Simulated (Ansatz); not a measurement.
# Zn (Zinc): the cost of one run

Computed with the Python package of Ansatz 0.2.0. The levels of theory stand in the script.

The COD entry's cell or inner coordinates are ideal or old and differ from later refinements, so a difference from it is no clean test against experiment.

## 1. The system

The structure is hexagonal, space group P6_3/mmc (No. 194). The conventional cell has a = 2.670 Å, b = 2.670 Å, c = 4.966 Å, α = 90.00°, β = 90.00°, γ = 120.00°. Around Zn (site symmetry -6m2) lie 12 Zn at 2.67 to 2.92 Å.

No structure file is read: the coordinates are typed or built in the script.

## 2. Script

lattice_zn.py reads:

```python
"""How the lattice of Zn depends on the functional."""

import ansatz as az
import numpy as np

def edges_and_angles(cell):
    cell = np.asarray(cell)
    a, b, c = np.linalg.norm(cell, axis=1)
    cosines = cell[1] @ cell[2] / (b * c), cell[0] @ cell[2] / (a * c), cell[0] @ cell[1] / (a * b)
    return (a, b, c, *np.degrees(np.arccos(cosines)))


def main() -> None:
    system = (
        az.Lattice.from_parameters(2.67, 2.67, 4.966, alpha=90, beta=90, gamma=120)
        .space_group(194)
        .atom("Zn", [1 / 3, 2 / 3, 0.25])
    )

    calc = (
        system.calculation()
        .occupations(az.OccupationsMethod.COLD, width=0.05)
        .kpoints(spacing=0.17)
        .basis(510)
        .relax(cell=True, force_tolerance=0.05)
    )

    levels = [("r2scan", "d4"), ("pbe", "d3bj"), ("pbesol", "none")]
    print("level            a       b       c    alpha   beta  gamma  V/atom  steps")
    for name, dispersion in levels:
        seen = []
        run = calc.functional(name, dispersion=dispersion).session().plan()
        done = run.execute(on_event=lambda e: seen.append(e) if e["event"] == "relax_step" else None)
        cell = done.lattice.cell_ang
        label = name if dispersion == "none" else f"{name}+{dispersion}"
        print("{:13s} {:7.4f} {:7.4f} {:7.4f} {:6.2f} {:6.2f} {:6.2f}".format(label, *edges_and_angles(cell)), f"{abs(np.linalg.det(cell)) / len(done.lattice.sites):7.3f} {len(seen):5d}")


if __name__ == "__main__":
    main()
```

## 3. Launch

Run with:

```bash
$ python lattice_zn.py
```

Q: Estimate wall time and peak memory on 1 thread of Intel Xeon 6975P-C (Granite Rapids), shared host.

About 45 s, with a peak of 0.55 GiB.
